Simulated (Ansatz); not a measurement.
# ZrGe+ (doublet): wave-function methods side by side, def2-TZVPP

Aim: climb from Hartree-Fock through coupled cluster for ZrGe+ (doublet) at one geometry and basis, and see what each rung misses.

Method: def2-TZVPP, core rule «outside noble gas», up to 18 orbitals frozen; program: Ansatz 0.2.0, Gaussian basis.

Plan: UHF; CCSD(T) on ROHF; CCSD(T) on UHF; CCSDT(Q) on ROHF; CCSDT(Q) on UHF.

16 further runs of the same task are left out: 11 for a known fault of the program, 1 that didn't finish, 4 set aside as unsound or not needed.

### Step 1. The system

The geometry is a PBE0/def2-TZVP stationary point (not a proven minimum) of the parent state, kept for this charge and spin. No spin-orbit coupling is included. Elements past krypton take def2 core potentials. The filled d shell of Ge may be among the frozen orbitals whatever the setting's name suggests; the logs give the count.

2 atoms, charge 1, spin multiplicity 2.

Atoms are counted from 1 here; the program's logs count them from 0.

Bond lengths: Zr1–Ge2 2.460 Å.

In the tables R marks a restricted open-shell determinant and U an unrestricted one; energies count from the table's Hartree-Fock row.

### Step 2. UHF

Contents of in.yaml:

```yaml
crystal:
  periodic: [false, false, false]
  atoms:
    - {symbol: Zr, position_ang: [0.000000, 0.000000, 0.000000]}
    - {symbol: Ge, position_ang: [0.000000, 0.000000, 2.459800]}
basis:
  gaussian: {orbitals: def2-TZVPP}
total_charge: 1
magnetization: {spin_polarized: true, initial_magnetization: 1}
hamiltonian: {xc: hf}
output: {orbitals: {seedname: orbitals}}
```

The run is started by

```sh
$ ansatz run in.yaml --threads 1 --pin off --events-out ev --progress --plain --max-ram 4096MiB --backend cpu
```

Output (excerpt; [...] marks lines left out):

```text
Functional definition: HF
  name "HF"
  cite "Fock, Z. Phys. 61, 126 (1930) doi:10.1007/BF01340294"
  parent pbe
[...]
911 factors; their error is unknown
[...]
mean field -57731.30135922 eV, -2121.5861932698 hartree, gradient 7.9e-6 eV, S^2 2.405191; 26 other end points of the search recorded, 0 dependent functions left out
reference -57731.30135922 eV, -2121.5861932698 hartree; 22, 21 occupied and 82, 83 virtual orbitals, 911 factors
Total energy: -57731.30135922 eV, -2121.5861932698 hartree
```

Wall time 2.3 min (1 thread of AMD EPYC 7R13, shared host); peak memory 0.31 GiB.

From the report: ⟨S²⟩ of the determinant 2.405 (pure doublet: 0.75). The determinant is far from a pure spin state, so its energy mixes those of several spin states (harmless only where they are near-degenerate, as at dissociation).

### Step 3. CCSD(T) on ROHF

Edit in.yaml of step 2 so:

```diff
@@ -8,4 +8,3 @@
 total_charge: 1
-magnetization: {spin_polarized: true, initial_magnetization: 1}
-hamiltonian: {xc: hf}
-output: {orbitals: {seedname: orbitals}}
+magnetization: {spin_polarized: false, initial_magnetization: 1}
+correlation: {method: ccsd_t, electrons: outside_noble_gas}
```

The run is started by

```sh
$ ansatz run in.yaml --threads 2 --pin off --events-out ev --progress --plain --max-ram 24576MiB --backend cuda --devices 0, --max-vram 18GiB
```

Output (excerpt; [...] marks lines left out):

```text
Functional definition: HF
  name "HF"
  cite "Fock, Z. Phys. 61, 126 (1930) doi:10.1007/BF01340294"
  parent pbe
[...]
701 factors; integrals over basis functions are off by at most 1.0e-3 eV
[...]
mean field -57729.85345446 eV, -2121.5329837511 hartree, gradient 2.8e-6 eV, S^2 0.750000; 30 other end points of the search recorded, 0 dependent functions left out
[...]
determinant -57729.85345446 eV, -2121.5329837511 hartree, with singles and doubles -57734.77366182 eV, -2121.7137980366 hartree
determinant -57729.83897397 eV, -2121.5324516029 hartree, with singles and doubles -57734.79721270 eV, -2121.7146635155 hartree
determinant -57729.77402283 eV, -2121.5300646929 hartree, with singles and doubles -57734.37468063 eV, -2121.6991357485 hartree
determinant -57729.77250832 eV, -2121.5300090357 hartree, with singles and doubles -57735.01375138 eV, -2121.7226211655 hartree
[...]
determinant -57729.83897397 eV, -2121.5324516029 hartree, with singles and doubles -57734.73456461 eV, -2121.7123612407 hartree
determinant -57729.77250832 eV, -2121.5300090357 hartree, with singles and doubles -57734.94343426 eV, -2121.7200370587 hartree
determinant -57729.73581029 eV, -2121.5286604076 hartree, with singles and doubles -57734.93931676 eV, -2121.7198857435 hartree
unrestricted determinant -57731.30211344 eV, -2121.5862209867 hartree, S^2 2.4052
18 core orbitals not correlated: weight in the atoms' cores, before any rotation towards them, 0.998 or more for the frozen orbitals, at most 0.001 for the correlated occupied ones
reference -57729.77250832 eV, -2121.5300090357 hartree; 4, 3 occupied and 82, 83 virtual orbitals, 701 factors
second order -4.90612020 eV of doubles, -0.06451220 eV of singles
cycle   1  -5.17092420 eV  change    1.7e-6 eV  update   5.1e-6
perturbative correction -0.47512854 eV, -0.0174606516 hartree
Total energy: -57735.41856106 eV, -2121.7374976466 hartree
```

It took 69 s on 1 × H100 (card shared with other runs) with 2 threads of AMD EPYC 7R13, shared host; peak host memory 0.79 GiB.

From the report: correlation -5.6461 eV; T1 0.067; largest double amplitude 0.10.

### Step 4. CCSD(T) on UHF

Edit in.yaml of step 3 so:

```diff
@@ -8,3 +8,3 @@
 total_charge: 1
-magnetization: {spin_polarized: false, initial_magnetization: 1}
+magnetization: {spin_polarized: true, initial_magnetization: 1}
 correlation: {method: ccsd_t, electrons: outside_noble_gas}
```

The command is unchanged.

Output (excerpt; [...] marks lines left out):

```text
Functional definition: HF
  name "HF"
  cite "Fock, Z. Phys. 61, 126 (1930) doi:10.1007/BF01340294"
  parent pbe
[...]
701 factors; integrals over basis functions are off by at most 1.0e-3 eV
[...]
mean field -57731.30211344 eV, -2121.5862209867 hartree, gradient 1.8e-6 eV, S^2 2.405191; 48 other end points of the search recorded, 0 dependent functions left out
determinant -57731.30211344 eV, -2121.5862209867 hartree, with singles and doubles -57734.82797978 eV, -2121.7157941849 hartree
determinant -57731.28750619 eV, -2121.5856841803 hartree, with singles and doubles -57734.76730599 eV, -2121.7135644642 hartree
determinant -57731.28731471 eV, -2121.5856771436 hartree, with singles and doubles -57734.78669995 eV, -2121.7142771791 hartree
determinant -57731.27369404 eV, -2121.5851765934 hartree, with singles and doubles -57734.58224462 eV, -2121.7067635842 hartree
[...]
determinant -57730.36998083 eV, -2121.5519657455 hartree, with singles and doubles -57734.31712975 eV, -2121.6970207928 hartree
determinant -57730.36799929 eV, -2121.5518929250 hartree, with singles and doubles -57734.38587184 eV, -2121.6995470177 hartree
determinant -57730.31092315 eV, -2121.5497954156 hartree, with singles and doubles -57734.72607097 eV, -2121.7120491054 hartree
determinant -57729.92087268 eV, -2121.5354613251 hartree, with singles and doubles -57734.77448389 eV, -2121.7138282473 hartree
18 core orbitals not correlated: weight in the atoms' cores, before any rotation towards them, 0.997 or more for the frozen orbitals, at most 0.002 for the correlated occupied ones
reference -57731.30211344 eV, -2121.5862209867 hartree; 4, 3 occupied and 82, 83 virtual orbitals, 701 factors
second order -2.69816084 eV of doubles, -0.00000000 eV of singles
cycle   1  -3.61576664 eV  change   -7.3e-7 eV  update   7.8e-6
perturbative correction -0.31119347 eV, -0.0114361490 hartree
Total energy: -57735.22907354 eV, -2121.7305341089 hartree
```

Wall time 57 s (1 × H100 (card shared with other runs) with 2 threads of AMD EPYC 7R13, shared host); peak host memory 0.82 GiB.

From the report: ⟨S²⟩ of the determinant 2.405 (pure doublet: 0.75); correlation -3.9270 eV; T1 0.142; largest double amplitude 0.08. The determinant is far from a pure spin state, so its energy mixes those of several spin states (harmless only where they are near-degenerate, as at dissociation).

### Step 5. CCSDT(Q) on ROHF

Edit in.yaml of step 4 so:

```diff
@@ -8,3 +8,3 @@
 total_charge: 1
-magnetization: {spin_polarized: true, initial_magnetization: 1}
-correlation: {method: ccsd_t, electrons: outside_noble_gas}
+magnetization: {spin_polarized: false, initial_magnetization: 1}
+correlation: {method: ccsdt_q, electrons: outside_noble_gas}
```

The command is unchanged.

Output (excerpt; [...] marks lines left out):

```text
Functional definition: HF
  name "HF"
  cite "Fock, Z. Phys. 61, 126 (1930) doi:10.1007/BF01340294"
  parent pbe
[...]
1233 factors; integrals over basis functions are off by at most 2.2e-7 eV
[...]
mean field -57729.85346075 eV, -2121.5329839823 hartree, gradient 4.8e-6 eV, S^2 0.750000; 29 other end points of the search recorded, 0 dependent functions left out
[...]
determinant -57729.85346075 eV, -2121.5329839823 hartree, with singles and doubles -57734.77356749 eV, -2121.7137945702 hartree
determinant -57729.83898039 eV, -2121.5324518392 hartree, with singles and doubles -57734.79699060 eV, -2121.7146553537 hartree
determinant -57729.77402891 eV, -2121.5300649163 hartree, with singles and doubles -57734.37459883 eV, -2121.6991327422 hartree
determinant -57729.77251454 eV, -2121.5300092642 hartree, with singles and doubles -57735.01363833 eV, -2121.7226170109 hartree
[...]
determinant -57729.83898039 eV, -2121.5324518392 hartree, with singles and doubles -57734.73455054 eV, -2121.7123607239 hartree
determinant -57729.77251454 eV, -2121.5300092642 hartree, with singles and doubles -57734.94343592 eV, -2121.7200371198 hartree
determinant -57729.73581665 eV, -2121.5286606416 hartree, with singles and doubles -57734.93932142 eV, -2121.7198859148 hartree
[...]
unrestricted determinant -57731.30211925 eV, -2121.5862212005 hartree, S^2 2.4052
18 core orbitals not correlated: weight in the atoms' cores, before any rotation towards them, 0.998 or more for the frozen orbitals, at most 0.001 for the correlated occupied ones
reference -57729.77251454 eV, -2121.5300092642 hartree; 4, 3 occupied and 82, 83 virtual orbitals, 1233 factors
second order -4.90612676 eV of doubles, -0.06451225 eV of singles
cycle   1  -4.71877744 eV  change    2.5e-1 eV  update   1.7e-1
[...]
cycle  36  -5.69116487 eV  change   -6.8e-9 eV  update   2.2e-7
perturbative correction -0.08690433 eV, -0.0031936752 hartree
Total energy: -57735.55058374 eV, -2121.7423493908 hartree
```

It took 54 s on 1 × H100 (card shared with other runs) with 2 threads of AMD EPYC 7R13, shared host; peak host memory 0.83 GiB.

From the report: correlation -5.7781 eV; T1 0.067; largest double amplitude 0.12.

### Step 6. CCSDT(Q) on UHF

Edit in.yaml of step 5 so:

```diff
@@ -8,3 +8,3 @@
 total_charge: 1
-magnetization: {spin_polarized: false, initial_magnetization: 1}
+magnetization: {spin_polarized: true, initial_magnetization: 1}
 correlation: {method: ccsdt_q, electrons: outside_noble_gas}
```

The command is unchanged.

Output (excerpt; [...] marks lines left out):

```text
Functional definition: HF
  name "HF"
  cite "Fock, Z. Phys. 61, 126 (1930) doi:10.1007/BF01340294"
  parent pbe
[...]
1233 factors; integrals over basis functions are off by at most 2.2e-7 eV
[...]
mean field -57731.30211925 eV, -2121.5862212005 hartree, gradient 1.9e-8 eV, S^2 2.405191; 43 other end points of the search recorded, 0 dependent functions left out
determinant -57731.30211925 eV, -2121.5862212005 hartree, with singles and doubles -57734.82148427 eV, -2121.7155554793 hartree
determinant -57731.28731866 eV, -2121.5856772887 hartree, with singles and doubles -57734.78174345 eV, -2121.7140950311 hartree
determinant -57731.27370083 eV, -2121.5851768428 hartree, with singles and doubles -57734.58187770 eV, -2121.7067501001 hartree
determinant -57731.21159849 eV, -2121.5828946237 hartree, with singles and doubles -57734.68392020 eV, -2121.7105000930 hartree
[...]
determinant -57730.36998714 eV, -2121.5519659772 hartree, with singles and doubles -57734.31713223 eV, -2121.6970208836 hartree
determinant -57730.36800775 eV, -2121.5518932358 hartree, with singles and doubles -57734.38592684 eV, -2121.6995490390 hartree
determinant -57729.92087932 eV, -2121.5354615691 hartree, with singles and doubles -57734.77447205 eV, -2121.7138278120 hartree
18 core orbitals not correlated: weight in the atoms' cores, before any rotation towards them, 0.997 or more for the frozen orbitals, at most 0.002 for the correlated occupied ones
reference -57731.30211925 eV, -2121.5862212005 hartree; 4, 3 occupied and 82, 83 virtual orbitals, 1233 factors
second order -2.69816170 eV of doubles, -0.00000000 eV of singles
cycle   1  -3.02929628 eV  change   -3.3e-1 eV  update   1.0e-1
[...]
cycle  58  -4.06429463 eV  change   -1.0e-7 eV  update   1.1e-7
perturbative correction -0.06944380 eV, -0.0025520125 hartree
Total energy: -57735.43585768 eV, -2121.7381332857 hartree
```

Run time: 48 s. Hardware: 1 × H100 (card shared with other runs) with 2 threads of AMD EPYC 7R13, shared host; peak host memory 0.85 GiB.

From the report: ⟨S²⟩ of the determinant 2.405 (pure doublet: 0.75); correlation -4.1337 eV; T1 0.195; largest double amplitude 0.12. The determinant is far from a pure spin state, so its energy mixes those of several spin states (harmless only where they are near-degenerate, as at dissociation).

### Step 7. The ladder

No level here is safe as a reference; RCCSDT(Q) serves as a yardstick only. Rows without a time come out of other runs: HF, MP2 and CCSD of CCSD(T), CCSDT of CCSDT(Q).

Differences are taken before rounding.

```csv
method,energy from the lowest RHF (meV),from RCCSDT(Q) (meV),time
RHF,0.0,+5697.1,
UHF,-1448.7,+4248.5,
RMP2,-4889.7,+807.4,
UMP2,-4146.8,+1550.3,
RCCSD,-5090.0,+607.2,
UCCSD,-5064.4,+632.7,
RCCSD(T),-5565.1,+132.0,69 s
UCCSD(T),-5375.6,+321.5,57 s
RCCSDT,-5610.2,+86.9,
UCCSDT,-5513.0,+184.2,
RCCSDT(Q),-5697.1,0,54 s
UCCSDT(Q),-5582.4,+114.7,48 s
```

### Step 8. What came out

| quantity | value |
| --- | --- |
| RCCSDT(Q) below the RHF energy | -5.6971 eV |
| RMP2 from RCCSDT(Q) | +807.4 meV |
| UMP2 from RCCSDT(Q) | +1550.3 meV |
| RCCSD from RCCSDT(Q) | +607.2 meV |
| RCCSD(T) from RCCSDT(Q) | +132.0 meV |
| UCCSD(T) from RCCSDT(Q) | +321.5 meV |
| UCCSDT(Q) from RCCSDT(Q) | +114.7 meV |
| T1 diagnostic | 0.067 |

What this shows: RCCSD(T) misses by +132.0 meV, 2.3 % of the correlation energy. CCSD(T) misses by +132.0 meV on the restricted determinant and by +321.5 meV on the unrestricted one; the two need not hold the same state or core. Coupled cluster took another determinant than the lowest Hartree-Fock one. Warnings: spin contamination; coupled cluster took another determinant than the lowest; large T1 diagnostic.
